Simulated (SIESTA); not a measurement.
Crystal: ScNbN.

```
Nb Sc N
1.0
     3.11097    0.00000    0.00000
    -1.55549    2.69418    0.00000
     0.00000    0.00000   10.35715
Nb Sc N
2 2 2
Direct
  0.33333 0.66667 0.24743
  0.66667 0.33333 0.75257
  0.00000 0.00000 0.00000
  0.00000 0.00000 0.50000
  0.33333 0.66667 0.62781
  0.66667 0.33333 0.37219
```

The cell comes from a database or a generator and needn't be the stable form of this composition.

Base run:

* Program: SIESTA 5.4.2
* Functional: PBEsol
* Potentials or basis: PseudoDojo 0.4 standard (PBEsol files)
* Basis: DZP (energy shift 0.003 Ry; two zetas on semicore shells)
* Grid cutoff: 800 Ry
* Energy shift: 0.003 Ry
* k mesh: 10 × 10 × 3
* Occupations: fermi-dirac, width 0.05 eV
* Spin: no spin polarisation

Its results: band gap on the k mesh none (metal or under the smearing width); pressure -6.0 GPa; largest force 0.077 eV/Å.

**Question.** The run is repeated on the same cell with these changes: functional from PBEsol to PBE; potentials or basis from PseudoDojo 0.4 standard (PBEsol files) to PseudoDojo 0.4 standard (PBE files). What comes out?

**Answer.** Band gap on the k mesh none (metal or under the smearing width); pressure -0.4 GPa; largest force 0.228 eV/Å.

Caveats: the basis of atomic orbitals isn't converged, which shifts pressures, moduli and gaps.

Not every run made on this cell is shown here.
